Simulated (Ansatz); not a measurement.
# AlGa3O6: the cost of one run

Method: DFT PBEsol, scalar-relativistic, plane waves, PAW, and further levels as typed in the inputs, in Ansatz 0.2.0.

## (1) The structure to begin with

The structure is monoclinic, space group P2/m (No. 10). Conventional cell: a = 5.798 Å, b = 3.037 Å, c = 12.204 Å, α = 90.00°, β = 103.64°, γ = 90.00°. Al (site symmetry m) is surrounded by 4 O at 1.83 to 1.86 Å. Ga (site symmetry m) has 6 O at 1.94 to 2.07 Å as nearest neighbours. O (site symmetry m) has 1 Al at 1.83 Å and 2 Ga at 1.94 Å as nearest neighbours. Around O (site symmetry m) lie 1 Al at 1.86 Å and 3 Ga at 2.01 to 2.07 Å. Around O (site symmetry m) lie 3 Ga at 1.83 to 1.94 Å. Ga (site symmetry m) is surrounded by 4 O at 1.83 to 1.86 Å. Only part of the 10 independent sites is listed.

Structure file:

```
CELL_PARAMETERS angstrom
12.21400 0.00000 0.00000
0.00000 3.03710 0.00000
-1.38599 0.00000 5.63001
ATOMIC_POSITIONS crystal
Al 0.09050 0.00000 0.79460
Al 0.90950 0.00000 0.20540
Ga 0.65866 0.00000 0.31402
Ga 0.34134 0.00000 0.68598
O 0.16450 0.00000 0.10980
O 0.83550 0.00000 0.89020
O 0.17330 0.00000 0.56320
O 0.82670 0.00000 0.43680
O 0.49590 0.00000 0.25660
O 0.50410 0.00000 0.74340
Ga 0.59050 0.50000 0.79460
Ga 0.40950 0.50000 0.20540
Ga 0.15866 0.50000 0.31402
Ga 0.84134 0.50000 0.68598
O 0.66450 0.50000 0.10980
O 0.33550 0.50000 0.89020
O 0.67330 0.50000 0.56320
O 0.32670 0.50000 0.43680
O 0.99590 0.50000 0.25660
O 0.00410 0.50000 0.74340
```

## (2) Relaxing cell and atoms: AlGa3O6, no spin

File input.yaml:

```yaml
crystal:
  lattice:
    - [12.214, 0.0, 0.0]
    - [0.0, 3.0371, 0.0]
    - [-1.3859888959, 0.0, 5.630008738]
  atoms:
    - { symbol: Al, position: [0.0905, 0.0, 0.7946] }
    - { symbol: Al, position: [0.9095, 0.0, 0.2054] }
    - { symbol: Ga, position: [0.65866, 0.0, 0.31402] }
    - { symbol: Ga, position: [0.34134, 0.0, 0.68598] }
    - { symbol: O, position: [0.1645, 0.0, 0.1098] }
    - { symbol: O, position: [0.8355, 0.0, 0.8902] }
    - { symbol: O, position: [0.1733, 0.0, 0.5632] }
    - { symbol: O, position: [0.8267, 0.0, 0.4368] }
    - { symbol: O, position: [0.4959, 0.0, 0.2566] }
    - { symbol: O, position: [0.5041, 0.0, 0.7434] }
    - { symbol: Ga, position: [0.5905, 0.5, 0.7946] }
    - { symbol: Ga, position: [0.4095, 0.5, 0.2054] }
    - { symbol: Ga, position: [0.15866, 0.5, 0.31402] }
    - { symbol: Ga, position: [0.84134, 0.5, 0.68598] }
    - { symbol: O, position: [0.6645, 0.5, 0.1098] }
    - { symbol: O, position: [0.3355, 0.5, 0.8902] }
    - { symbol: O, position: [0.6733, 0.5, 0.5632] }
    - { symbol: O, position: [0.3267, 0.5, 0.4368] }
    - { symbol: O, position: [0.9959, 0.5, 0.2566] }
    - { symbol: O, position: [0.0041, 0.5, 0.7434] }
scf:
  occupations: { method: fixed }
  n_extra_bands: 4
output:
  forces: true
  stress: true
  write_density: true
  write_potential: true
  elf: true
  volumetric_format: npy
kpoints:
  mp_grid: { grid: [2, 6, 4] }
hamiltonian:
  xc: pbesol
relax:
  f_tol: 0.01
  max_steps: 120
  cell: { fix: [a, b, gamma] }
```

Run with:

```bash
ansatz run input.yaml --threads 8 --pin off --max-ram 23552MiB --backend cpu --events-out ev --progress --plain --runs-dir out
```

**Question.** How long does this run take on 8 threads of AMD EPYC 7R43 (Zen 3), shared host, and how much memory does it need?

About 47 s, with a peak of 1.4 GiB.
